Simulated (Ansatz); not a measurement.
**H2S (SMILES S) at MP2/aug-cc-pVTZ**

What is the electronic atomisation energy of H2S at MP2/aug-cc-pVTZ? 

The calculation is run with Ansatz 0.2.0.

34 further runs of the same task are left out: 34 set aside as unsound or not needed.

**1. Starting point**

H2S: 3 atoms, total charge 0, spin state singlet. As SMILES, `S`. Geometry: relaxed at PBE0-D4/def2-TZVP.

Bond lengths: S1–H2 1.341 Å, S1–H3 1.341 Å. Angles: H2–S1–H3 92.3°.

**2. The energy at MP2/aug-cc-pVTZ**

Input file molecule.yaml:

```yaml
crystal:
  periodic: [false, false, false]
  atoms:
    - {symbol: S, position_ang: [0.495500, -0.280600, 0.243900]}
    - {symbol: H, position_ang: [0.097900, 0.997700, 0.162400]}
    - {symbol: H, position_ang: [-0.593400, -0.717100, -0.406300]}
basis:
  gaussian: {orbitals: aug-cc-pVTZ}
accuracy: high
correlation: {method: mp2, frozen_orbitals: {H: 0, S: 5}}
```

Run with:

```console
$ ansatz run molecule.yaml --threads 1 --pin off --max-ram 3480MiB --events-out events.jsonl --progress --plain --runs-dir runs
```

The log of the run:

```text
Warning: RAYON_NUM_THREADS=1 ignored (pool sized by the plan → 1); use --threads N
Functional definition: HF
  name "HF"
  exchange = exact_x
  correlation = 0
1402 factors; integrals over basis functions are off by at most 3.5e-9 eV
mean field evaluation 1: about -10848.9851 eV, gradient 1.1e1 eV
mean field evaluation 2: about -10848.9879 eV, gradient 1.1e1 eV
mean field evaluation 4: about -10849.5413 eV, gradient 1.3e0 eV
mean field evaluation 8: about -10849.5549 eV, gradient 1.9e-3 eV
mean field -10849.55491768 eV, -398.7137891324 hartree, gradient 8.2e-9 eV, S^2 0.000000; 0 other end points of the search recorded, 0 dependent functions left out
5 core orbitals not correlated: weight in the atoms' cores, before any rotation towards them, 1.000 or more for the frozen orbitals, at most 0.000 for the correlated occupied ones
reference -10849.55491768 eV, -398.7137891324 hartree; 4, 4 occupied and 87, 87 virtual orbitals, 1402 factors
second order -5.30632595 eV of doubles, -0.00000000 eV of singles
Total energy: -10854.86124364 eV, -398.9087930144 hartree
```

Wall time 1.5 s (1 thread of Arm Neoverse V2, shared host); peak memory 0.16 GiB.

**3. The H atom: a single-point energy at UHF/aug-cc-pVTZ**

Input file input.yaml:

```yaml
crystal:
  periodic: [false, false, false]
  atoms:
    - symbol: H
      position_ang: [0.000000, 0.000000, 0.000000]
basis:
  gaussian: {orbitals: aug-cc-pVTZ}
magnetization: {spin_polarized: true, initial_magnetization: 1}
hamiltonian: {xc: hf}
accuracy: high
```

Run with:

```console
$ ansatz run input.yaml --threads 1 --pin off --max-ram 3480MiB --events-out events.jsonl --progress --plain --runs-dir runs
```

The log of the run:

```text
Warning: RAYON_NUM_THREADS=1 ignored (pool sized by the plan → 1); use --threads N
[... 4 set-up lines as earlier in the session ...]
183 factors; integrals over basis functions are off by at most 1.9e-9 eV
mean field evaluation 1: about -13.5420 eV, gradient 1.8e0 eV
mean field evaluation 2: about -13.5420 eV, gradient 1.8e0 eV
mean field evaluation 4: about -13.6008 eV, gradient 9.2e-3 eV
mean field evaluation 8: about -13.6008 eV, gradient 1.0e-12 eV
mean field -13.60082707 eV, -0.4998211760 hartree, gradient 3.2e-9 eV, S^2 0.750000; 0 other end points of the search recorded, 0 dependent functions left out
reference -13.60082707 eV, -0.4998211760 hartree; 1, 0 occupied and 22, 23 virtual orbitals, 183 factors
Total energy: -13.60082707 eV, -0.4998211760 hartree
```

Run time: 0.04 s. Hardware: 1 thread of Arm Neoverse V2, shared host.

**4. The S atom**

Input file job.yaml:

```yaml
crystal:
  periodic: [false, false, false]
  atoms:
    - {symbol: S, position_ang: [0.000000, 0.000000, 0.000000]}
basis:
  gaussian: {orbitals: aug-cc-pVTZ}
magnetization: {spin_polarized: true, initial_magnetization: 2}
correlation: {method: mp2, frozen_orbitals: {S: 5}}
accuracy: high
```

Run the same way, it converges to -397.62833 Eh (log not shown).

**5. Summary of results**

At MP2/aug-cc-pVTZ, 5 core orbitals frozen:

| quantity | value |
| --- | --- |
| molecule: total energy | -398.90879 Eh |
| molecule: correlation energy (5 core orbitals frozen) | -195.0 mEh |
| H atom: total energy | -0.49982 Eh |
| H atom: ⟨S²⟩ | 0.750 |
| S atom: total energy | -397.62833 Eh |
| S atom: correlation energy (5 core orbitals frozen) | -118.5 mEh |
| S atom: ⟨S²⟩ of the reference determinant | 2.013 |
| electronic atomisation energy | 7.642 eV |

What this shows: Taking the molecule apart into free atoms costs 7.64 eV (176 kcal/mol), before zero-point energy and without spin-orbit coupling.
